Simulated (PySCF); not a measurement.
# C₅H₇NOSi: electronic excitations

Aim: predict the electronic excitations of C₅H₇NOSi (`N#C[C@@H]1C=C[SiH2]OC1`).

Computed with PySCF 2.14.0, with density-fitted response routines of our own, on a single molecule in the gas phase. Atoms count from 0, in the outputs and in this text.

**1. The starting structure**

15 atoms, charge 0, multiplicity 1; geometry from: GFN2-xTB.

Bonds of the start (Å): N0–C1 1.14, C1–C2 1.44, C2–C3 1.51, C3–C4 1.33, C4–Si5 1.88, Si5–O6 1.63, O6–C7 1.39, C7–C2 1.54, C2–H8 1.10, C3–H9 1.08, C4–H10 1.08, Si5–H11 1.46, Si5–H12 1.46, C7–H13 1.10, C7–H14 1.10.

**2. Excited states and response: B3LYP/def2-SVPD**

Job settings and geometry (Å):

```
{"job": {"kind": "uv", "xc": "B3LYP", "basis": "def2-SVPD", "nstates": 8, "ntriplets": 3}, "charge": 0, "multiplicity": 1}
N      3.486611    -0.379902     0.361524
C      2.398526    -0.318605     0.017030
C      1.020228    -0.219910    -0.398983
C      0.507782     1.185448    -0.171742
C     -0.779543     1.471216    -0.025093
Si    -2.049195     0.081511    -0.035194
O     -1.143593    -1.279224    -0.073174
C      0.187945    -1.287649     0.338076
H      0.975038    -0.440307    -1.475524
H      1.274350     1.952277    -0.155679
H     -1.063040     2.502507     0.125248
H     -2.841314     0.136679     1.195421
H     -2.823058    -0.002351    -1.265512
H      0.254240    -1.110087     1.418975
H      0.590611    -2.283613     0.122714
```

Level: TDDFT B3LYP/def2-SVPD, vertical, gas phase, core orbitals frozen in the response.

Launch:

```console
$ OMP_NUM_THREADS=1 python probes_run.py task.json out
```

One launch serves the whole session: the jobs run in the order shown.

What it wrote:

```text
coarse grid: 13544 points
cycle   1  E = -613.6679649529  dE =  1.161e+00  |g| = 8.127e-01  |ddm| = 7.298e+00
cycle   2  E = -613.2833978088  dE =  3.846e-01  |g| = 1.587e+00  |ddm| = 3.064e+00
cycle   3  E = -613.7931586378  dE = -5.098e-01  |g| = 2.264e-01  |ddm| = 2.139e+00
cycle   4  E = -613.8024886996  dE = -9.330e-03  |g| = 1.123e-01  |ddm| = 3.755e-01
cycle   5  E = -613.8050006375  dE = -2.512e-03  |g| = 3.105e-02  |ddm| = 1.698e-01
cycle   6  E = -613.8052264420  dE = -2.258e-04  |g| = 5.639e-03  |ddm| = 5.620e-02
cycle   7  E = -613.8052345125  dE = -8.070e-06  |g| = 1.399e-03  |ddm| = 1.585e-02
final grid: 127776 points
cycle   8  E = -613.9065375533  dE = -4.051e-05  |g| = 4.794e-03  |ddm| = 1.759e-01
cycle   9  E = -613.9065326940  dE =  4.859e-06  |g| = 6.617e-03  |ddm| = 2.270e-02
cycle  10  E = -613.9065434017  dE = -1.071e-05  |g| = 9.325e-04  |ddm| = 1.216e-02
cycle  11  E = -613.9065435926  dE = -1.908e-07  |g| = 2.836e-04  |ddm| = 1.823e-03
cycle  12  E = -613.9065436110  dE = -1.839e-08  |g| = 7.368e-05  |ddm| = 6.843e-04
cycle  13  E = -613.9065436115  dE = -4.893e-10  |g| = 6.188e-05  |ddm| = 1.567e-04
cycle  14  E = -613.9065436123  dE = -8.051e-10  |g| = 1.154e-05  |ddm| = 8.546e-05
converged SCF energy = -613.9065436123

Static polarisability (au): isotropic 86.441, principal 67.309 76.706 115.307

Singlet excitations
state   eV       nm        f      main configurations
  1   5.9251    209.3   0.00570   H-1->L 0.68, H->L 0.20, H-2->L 0.11
  2   6.3070    196.6   0.02786   H-2->L 0.69, H-1->L 0.23
  3   6.6337    186.9   0.17024   H->L 0.62, H-2->L 0.17
  4   6.9263    179.0   0.00786   H->L+1 0.96
  5   6.9860    177.5   0.00187   H-1->L+1 0.95
  6   7.2504    171.0   0.02753   H->L+2 0.82
  7   7.3246    169.3   0.00060   H-3->L 0.43, H-1->L+2 0.23, H-4->L 0.22
  8   7.3872    167.8   0.00186   H-2->L+1 0.88

Triplet excitations (Tamm-Dancoff, eV): 4.2851 5.5979 6.1247
```

Run time: 99 s. Hardware: 1 thread of Intel Xeon at 2.50GHz, shared host; peak memory 0.84 GiB.

The orbitals next to the gap, with their largest atomic shares:

```csv
orbital,eV,atoms
HOMO−3,-9.50,"N0 45 %, C1 34 %, C2 6 %"
HOMO−2,-8.61,"O6 34 %, C4 13 %, C7 9 %"
HOMO−1,-8.27,"O6 40 %, Si5 12 %, H11 10 %"
HOMO,-8.08,"C4 33 %, C3 29 %, C2 7 %"
LUMO,-1.24,"C3 32 %, C4 28 %, Si5 10 %"
LUMO+1,-0.19,"Si5 32 %, H11 10 %, O6 10 %"
LUMO+2,0.06,"Si5 20 %, N0 12 %, C1 12 %"
```

With each of the 8 states as a Gaussian band of 0.4 eV half-width at 1/e, the curve within the window shown has maxima at 187 nm (ε 7,800) L/(mol cm). Beyond the last state computed it falls off for lack of states. The curve at chosen wavelengths:

| nm | ε (L/mol/cm) |
| --- | --- |
| 161 | 411 |
| 164 | 803 |
| 167 | 1301 |
| 170 | 1897 |
| 172 | 2396 |
| 175 | 3413 |
| 178 | 4780 |
| 181 | 6262 |
| 184 | 7408 |
| 187 | 7814 |
| 189 | 7606 |
| 192 | 6702 |
| 195 | 5395 |
| 198 | 4032 |
| 201 | 2850 |
| 204 | 1939 |
| 206 | 1481 |
| 209 | 979 |
| 212 | 645 |
| 215 | 425 |
| 218 | 278 |
| 221 | 181 |
| 223 | 134 |
| 226 | 84 |
| 229 | 51 |
| 232 | 30 |

Ground-state properties from the same run:

```csv
property,computed
dipole moment (D),3.31
polarisability (Å³),12.81
HOMO–LUMO gap (eV),6.84
−ε(HOMO) (eV),8.08
```

**3. Summary of results**

```
                                quantity                        value
        lowest singlet (B3LYP/def2-SVPD)  5.93 eV (209 nm), f = 0.006
brightest single state of those computed  state 3, 6.63 eV, f = 0.170
                          lowest triplet                      4.29 eV
```

The first singlet state (HOMO−1→LUMO 0.68, HOMO→LUMO 0.20) lies at 5.93 eV and is weak; of the 8 states computed, the strongest absorption comes from state 3 at 6.63 eV. The lowest triplet lies 1.64 eV below the lowest singlet (triplets in Tamm-Dancoff, singlets in full TDDFT).
